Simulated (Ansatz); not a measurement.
**AlCl2F (SMILES [F][Al]([Cl])[Cl]) at r2SCAN0/def2-SVPD**

Aim: the electronic atomisation energy of AlCl2F at r2SCAN0/def2-SVPD, from 4 runs. 

The calculation is run with Ansatz 0.2.0.

41 further runs of the same task are left out: 41 set aside as unsound or not needed.

## 1. The molecule

The species is AlCl2F (4 atoms), meant as a singlet with charge 0. As SMILES, `[F][Al]([Cl])[Cl]`. The shape is that of a PBE0-D4/def2-TZVP optimisation.

Bond lengths: F1–Al2 1.633 Å, Al2–Cl3 2.065 Å, Al2–Cl4 2.065 Å. Angles: F1–Al2–Cl3 119.2°, F1–Al2–Cl4 119.2°, Cl3–Al2–Cl4 121.5°.

## 2. The energy at r2SCAN0/def2-SVPD

The input, in.yaml:

```yaml
crystal:
  periodic: [false, false, false]
  atoms:
    - {symbol: F, position_ang: [0.087420, 0.388220, 1.682350]}
    - {symbol: Al, position_ang: [0.004800, 0.021530, 0.093600]}
    - {symbol: Cl, position_ang: [1.223040, -1.463690, -0.663450]}
    - {symbol: Cl, position_ang: [-1.315270, 1.053930, -1.112510]}
basis:
  gaussian: {orbitals: def2-SVPD}
hamiltonian: {xc: {name: r2SCAN0}}
accuracy: high
output: {orbitals: {seedname: orbitals}}
```

Run with:

```console
$ ansatz run in.yaml --threads 1 --pin off --max-ram 3480MiB --events-out events.jsonl --progress --plain --runs-dir runs
```

Log:

```text
Warning: RAYON_NUM_THREADS=1 ignored (pool sized by the plan → 1); use --threads N
Functional definition: r2SCAN0
  name "r2SCAN0"
  parameter a = 0.25
  parameter k0 = 0.174
  parameter k1 = 0.065
  parameter a1 = 4.9479
  exchange = (1 - a)*r2scan_x(k0 = k0, k1 = k1, a1 = a1) + a*exact_x
  correlation = r2scan_c
1837 factors; integrals over basis functions are off by at most 3.0e-9 eV
mean field evaluation 1: about -34347.0576 eV, gradient 3.8e1 eV
mean field evaluation 2: about -34344.4560 eV, gradient 5.7e1 eV
mean field evaluation 4: about -34349.4489 eV, gradient 1.1e0 eV
mean field evaluation 8: about -34349.5460 eV, gradient 1.8e-2 eV
mean field evaluation 16: about -34349.5460 eV, gradient 2.6e-6 eV
mean field -34349.54599985 eV, -1262.3225325359 hartree, gradient 3.1e-8 eV, S^2 0.000000; 0 other end points of the search recorded, 0 dependent functions left out
reference -34349.54600054 eV, -1262.3225325613 hartree; 28, 28 occupied and 73, 73 virtual orbitals, 1837 factors
Total energy: -34349.54600054 eV, -1262.3225325613 hartree
```

Run time: 11 s. Hardware: 1 thread of Intel Xeon Platinum 8375C at 2.90GHz (Ice Lake), shared host; peak memory 0.4 GiB.

## 3. The Al atom, same level

The input, molecule.yaml:

```yaml
crystal:
  periodic: [false, false, false]
  atoms:
    - {symbol: Al, position_ang: [0.000000, 0.000000, 0.000000]}
basis:
  gaussian:
    orbitals: def2-SVPD
magnetization:
  spin_polarized: true
  initial_magnetization: 1
hamiltonian:
  xc: {name: r2SCAN0}
accuracy: high
```

Run the same way, it converges to -242.24528 Eh (log not shown).

## 4. The Cl atom

The input, molecule.yaml:

```yaml
crystal:
  periodic: [false, false, false]
  atoms:
    - {symbol: Cl, position_ang: [0.000000, 0.000000, 0.000000]}
basis:
  gaussian:
    orbitals: def2-SVPD
hamiltonian:
  xc: {name: r2SCAN0}
accuracy: high
magnetization:
  spin_polarized: true
  initial_magnetization: 1
```

Run with:

```console
$ ansatz run molecule.yaml --threads 1 --pin off --max-ram 3480MiB --events-out events.jsonl --progress --plain --runs-dir runs
```

Log:

```text
Warning: RAYON_NUM_THREADS=1 ignored (pool sized by the plan → 1); use --threads N
[... 8 set-up lines as earlier in the session ...]
222 factors; integrals over basis functions are off by at most 2.5e-9 eV
mean field evaluation 1: about -12516.2521 eV, gradient 3.3e0 eV
mean field evaluation 2: about -12516.3264 eV, gradient 8.2e-1 eV
mean field evaluation 4: about -12516.3327 eV, gradient 3.4e-1 eV
mean field evaluation 8: about -12516.3332 eV, gradient 5.0e-4 eV
mean field evaluation 16: about -12516.3332 eV, gradient 3.6e-6 eV
mean field evaluation 32: about -12516.3332 eV, gradient 6.2e-8 eV
mean field -12516.33321913 eV, -459.9667619276 hartree, gradient 6.2e-8 eV, S^2 0.754356; 0 other end points of the search recorded, 0 dependent functions left out
reference -12516.33322612 eV, -459.9667621847 hartree; 9, 8 occupied and 18, 19 virtual orbitals, 222 factors
Total energy: -12516.33322612 eV, -459.9667621847 hartree
```

Wall time 2 s (1 thread of Intel Xeon Platinum 8375C at 2.90GHz (Ice Lake), shared host); peak memory 0.14 GiB.

## 5. The F atom at the same level

The input, job.yaml:

```yaml
crystal:
  periodic: [false, false, false]
  atoms:
    - {symbol: F, position_ang: [0.000000, 0.000000, 0.000000]}
basis:
  gaussian:
    orbitals: def2-SVPD
magnetization:
  spin_polarized: true
  initial_magnetization: 1
hamiltonian:
  xc: {name: r2SCAN0}
accuracy: high
```

Run the same way, it converges to -99.60163 Eh (log not shown).

## 6. Summary of results

At r2SCAN0/def2-SVPD:

```
                     quantity           value
       molecule: total energy  -1262.32253 Eh
        molecule: HOMO energy       -10.00 eV
        molecule: LUMO energy        -1.25 eV
      molecule: HOMO–LUMO gap         8.75 eV
        Al atom: total energy   -242.24528 Eh
                Al atom: ⟨S²⟩           0.761
        Cl atom: total energy   -459.96676 Eh
                Cl atom: ⟨S²⟩           0.754
         F atom: total energy    -99.60163 Eh
                 F atom: ⟨S²⟩           0.752
electronic atomisation energy       14.751 eV
```

In words: Taking the molecule apart into free atoms costs 14.75 eV (340 kcal/mol), before zero-point energy and without spin-orbit coupling.
